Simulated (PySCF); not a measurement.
# C3H7NSi: the cost of one run

The runs use PySCF 2.14.0, with density-fitted response routines of our own; the level of theory stands in each step. All values are computed, except where a source is named. Atoms are numbered from 0 throughout.

## (1) Starting geometry

12 atoms, charge 0, multiplicity 1; geometry from: GFN2-xTB. The atoms were then displaced at random by about 0.01 Å, so the start is not that level's minimum.

Bonds of the start (Å): N0–C1 1.29, C1–C2 1.47, C2–C3 1.51, C3–Si4 1.90, Si4–C2 1.90, N0–H5 1.02, C1–H6 1.09, C2–H7 1.10, C3–H8 1.10, C3–H9 1.07, Si4–H10 1.44, Si4–H11 1.45.

## (2) Geometry optimisation at PBE0-D3(BJ)/def2-SVP

The job: settings as JSON, then the geometry in Å.

```
{"job": {"xc": "PBE0", "basis": "def2-SVP", "d3": "d3bj", "grid": 1, "shake": 0.01, "kind": "geom"}, "charge": 0, "multiplicity": 1}
N      2.266150    -1.211420     0.150120
C      1.206730    -0.548380     0.483250
C      0.239630     0.150640    -0.370520
C     -0.612980     1.230920     0.252540
Si    -1.600720    -0.317790    -0.233370
H      2.423100    -1.178790    -0.860880
H      1.003240    -0.536010     1.551660
H      0.646430     0.368500    -1.365700
H     -0.456310     1.440590     1.320310
H     -0.740770     2.139070    -0.305860
H     -2.368060    -0.312590    -1.449300
H     -1.966750    -1.253020     0.818720
```

The run is started by

```sh
$ OMP_NUM_THREADS=1 python probes_run.py task.json out
```

One launch serves the whole session: the jobs run in the order shown.

Q: Estimate the wall time and peak memory of this first job on 1 thread of Arm Neoverse V1, shared host.

About 31 s, with a peak of 0.45 GiB.
